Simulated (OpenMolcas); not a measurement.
# GeH2 (SMILES [GeH2]): levels of theory compared

We compute a comparison of 6 runs (B3LYP/6-31G*, B3LYP/def2-TZVPPD, BHLYP/def2-TZVPPD, M06-L/def2-TZVPPD, PBE/def2-TZVPPD, PBE0/def2-TZVPPD) of GeH2. 

Program for the calculation: OpenMolcas 26.06.

1 further run of the same task is left out (set aside as unsound or not needed).

### Step 1. The molecule

GeH2 has 3 atoms, charge 0, and is taken as a singlet. SMILES: `[GeH2]`. The Ge1–H3 distance was set to 1.834 Å, away from the relaxed value.

Bond lengths: Ge1–H2 1.595 Å. A long bond or contact: Ge1–H3 1.834 Å.

### Step 2. The energy at B3LYP/6-31G(d) (Cartesian functions) (run 1)

mol.input reads:

```
&GATEWAY
BasLib
$CurrDir
Coord
3
angstrom
Ge      -0.623680       0.638169      -0.266460
H        0.729420       0.976669       0.506240
H       -0.212900      -1.148700      -0.245300
Basis
6-31Gs
Group
NoSym
&SEWARD
GridInput
Grid=UltraFine
End of Grid
&SCF
KSDFT
B3LYP
Thresholds
1e-10 1e-07 1e-07 1e-05
PrOrbitals
1 1
```

The basis set 6-31G* is read from a file made from the Basis Set Exchange's data (not shown).

The run is started by

```
$ export MOLCAS_MEM=1860
$ pymolcas mol.input > mol.log
```

What it wrote:

```text
--- Start Module: gateway ---
[...]
--- Stop Module: gateway /rc=_RC_ALL_IS_WELL_ ---
--- Start Module: seward ---
[...]
      Basis functions           39
--- Stop Module: seward /rc=_RC_ALL_IS_WELL_ ---
[...]
--- Start Module: scf ---
[...]
       Convergence after  11 Iterations
[...]
::    Total KS-DFT energy                           -2077.9061436277
[...]
      Total spin, S                                     0.0000000000
[...]
      Total electronic charge=   34.000000
      Total            charge=   -0.000000
[...]
      Dipole Moment (debye):
      Origin of the operator (angstrom)=   -0.6003    0.6189   -0.2559
                   X= -5.1742E-02               Y=  6.2552E-01               Z=  4.2562E-02           Total=  6.2909E-01
      Quadrupole Moment (debye*angstrom):
[...]
--- Stop Module: scf /rc=_RC_ALL_IS_WELL_ ---
[...]
```

Run time: 5.4 s. Hardware: 1 thread of Intel Xeon Platinum 8259CL at 2.50GHz (Skylake/Cascade Lake), shared host; peak memory 0.38 GiB.

### Step 3. The energy at B3LYP/def2-TZVPPD (run 2)

calc.inp reads:

```
&GATEWAY
 BASLIB=$CurrDir
 COORD
 3
 angstrom
 Ge      -0.623680       0.638169      -0.266460
 H        0.729420       0.976669       0.506240
 H       -0.212900      -1.148700      -0.245300
 BASIS=def2-TZVPPD
 GROUP=NoSym

&SEWARD
 GRIDINPUT
 Grid=UltraFine
 End of Grid

&SCF
 KSDFT=B3LYP
 THRESHOLDS=1e-10 1e-07 1e-07 1e-05
 PRORBITALS=1 2
```

The basis set def2-TZVPPD is read from a file made from the Basis Set Exchange's data (not shown).

The run is started by

```
$ export MOLCAS_MEM=1860
$ pymolcas calc.inp > calc.log
```

What it wrote:

```text
--- Start Module: gateway ---
[...]
--- Stop Module: gateway /rc=_RC_ALL_IS_WELL_ ---
--- Start Module: seward ---
[...]
      Basis functions           88
--- Stop Module: seward /rc=_RC_ALL_IS_WELL_ ---
[...]
--- Start Module: scf ---
[...]
       Convergence after  12 Iterations
[...]
::    Total KS-DFT energy                           -2078.1879559373
[...]
      Total spin, S                                     0.0000000000
[...]
      Total electronic charge=   34.000000
      Total            charge=   -0.000000
[...]
      Dipole Moment (debye):
      Origin of the operator (angstrom)=   -0.6003    0.6189   -0.2559
                   X= -3.4026E-01               Y=  8.1737E-01               Z= -9.2381E-02           Total=  8.9017E-01
      Quadrupole Moment (debye*angstrom):
[...]
--- Stop Module: scf /rc=_RC_ALL_IS_WELL_ ---
[...]
```

Run time: 17 s. Hardware: 1 thread of Intel Xeon Platinum 8259CL at 2.50GHz (Skylake/Cascade Lake), shared host; peak memory 0.48 GiB.

Runs 3 to 4 aren't shown in full; the table further down has their settings and results.

### Step 4. A single-point energy at PBE/def2-TZVPPD (run 5)

run.input reads:

```
&GATEWAY
 BASLIB=$CurrDir
 COORD
 3
 angstrom
 Ge      -0.623680       0.638169      -0.266460
 H        0.729420       0.976669       0.506240
 H       -0.212900      -1.148700      -0.245300
 BASIS=def2-TZVPPD
 GROUP=NoSym

&SEWARD
 GRIDINPUT
 Grid=UltraFine
 End of Grid

&SCF
 KSDFT=PBE
 THRESHOLDS=1e-10 1e-07 1e-07 1e-05
 PRORBITALS=0
```

The basis set def2-TZVPPD is read from a file made from the Basis Set Exchange's data (not shown).

The run is started by

```
$ export MOLCAS_MEM=1860
$ pymolcas run.input > run.log
```

What it wrote:

```text
--- Start Module: gateway ---
[...]
--- Stop Module: gateway /rc=_RC_ALL_IS_WELL_ ---
--- Start Module: seward ---
[...]
      Basis functions           88
--- Stop Module: seward /rc=_RC_ALL_IS_WELL_ ---
[...]
--- Start Module: scf ---
[...]
       Convergence after  14 Iterations
[...]
::    Total KS-DFT energy                           -2077.8142673941
[...]
      Total spin, S                                     0.0000000000
[...]
      Total electronic charge=   34.000000
      Total            charge=   -0.000000
[...]
      Dipole Moment (debye):
      Origin of the operator (angstrom)=   -0.6003    0.6189   -0.2559
                   X= -2.8751E-01               Y=  7.4385E-01               Z= -7.2052E-02           Total=  8.0073E-01
      Quadrupole Moment (debye*angstrom):
[...]
--- Stop Module: scf /rc=_RC_ALL_IS_WELL_ ---
[...]
```

Wall time 18 s (1 thread of Intel Xeon Platinum 8259CL at 2.50GHz (Skylake/Cascade Lake), shared host); peak memory 0.48 GiB.

### Step 5. A single-point energy at PBE0/def2-TZVPPD (run 6)

job.inp reads:

```
* GeH2 Kohn-Sham DFT

&GATEWAY
  BasLib=$CurrDir
  Coord
  3
  angstrom
  Ge      -0.623680       0.638169      -0.266460
  H        0.729420       0.976669       0.506240
  H       -0.212900      -1.148700      -0.245300
  Basis=def2-TZVPPD
  Group=NoSym

&SEWARD
  GridInput
  Grid=UltraFine
  End of Grid

&SCF
  KSDFT=PBE0
  Thresholds=1e-10 1e-07 1e-07 1e-05
  PrOrbitals=1 1
```

The basis set def2-TZVPPD is read from a file made from the Basis Set Exchange's data (not shown).

The run is started by

```
$ export MOLCAS_MEM=1860
$ pymolcas job.inp > job.log
```

What it wrote:

```text
--- Start Module: gateway ---
[...]
--- Stop Module: gateway /rc=_RC_ALL_IS_WELL_ ---
--- Start Module: seward ---
[...]
      Basis functions           88
--- Stop Module: seward /rc=_RC_ALL_IS_WELL_ ---
[...]
--- Start Module: scf ---
[...]
       Convergence after  12 Iterations
[...]
::    Total KS-DFT energy                           -2077.8659985201
[...]
      Total spin, S                                     0.0000000000
[...]
      Total electronic charge=   34.000000
      Total            charge=   -0.000000
[...]
      Dipole Moment (debye):
      Origin of the operator (angstrom)=   -0.6003    0.6189   -0.2559
                   X= -2.4056E-01               Y=  7.3832E-01               Z= -4.7187E-02           Total=  7.7796E-01
      Quadrupole Moment (debye*angstrom):
[...]
--- Stop Module: scf /rc=_RC_ALL_IS_WELL_ ---
[...]
```

Wall time 16 s (1 thread of Intel Xeon Platinum 8259CL at 2.50GHz (Skylake/Cascade Lake), shared host); peak memory 0.48 GiB.

### Step 6. Overview of the runs

```tsv
run	level	Cartesian functions	energy (Eh)	dipole moment (D)	HOMO energy (eV)	LUMO energy (eV)	wall time
1	B3LYP/6-31G* (Cartesian functions)	yes	-2077.906144	0.63	-6.79	-3.35	5.4 s
2	B3LYP/def2-TZVPPD	no	-2078.187956	0.89	-6.86	-3.41	17 s
3	BHLYP/def2-TZVPPD	no	-2078.112754	0.87	-7.92	-2.24	15 s
4	M06-L/def2-TZVPPD	no	-2078.079130	0.84	-6.07	-3.65	22 s
5	PBE/def2-TZVPPD	no	-2077.814267	0.80	-5.99	-4.03	18 s
6	PBE0/def2-TZVPPD	no	-2077.865999	0.78	-7.00	-3.13	16 s
```

### Step 7. Results

```
            quantity           value
 run 6: total energy  -2077.86600 Eh
run 6: dipole moment          0.78 D
  run 6: HOMO energy        -7.00 eV
  run 6: LUMO energy        -3.13 eV
run 6: HOMO–LUMO gap         3.87 eV
```

What this shows: The dipole moment (its size) runs from 0.63 D (B3LYP/6-31G*) to 0.89 D (B3LYP/def2-TZVPPD). The HOMO–LUMO gap runs from 1.96 eV (PBE/def2-TZVPPD) to 5.68 eV (BHLYP/def2-TZVPPD). Totals of different functionals can't be ranked against each other. All runs together took 94 s, the longest 22 s.
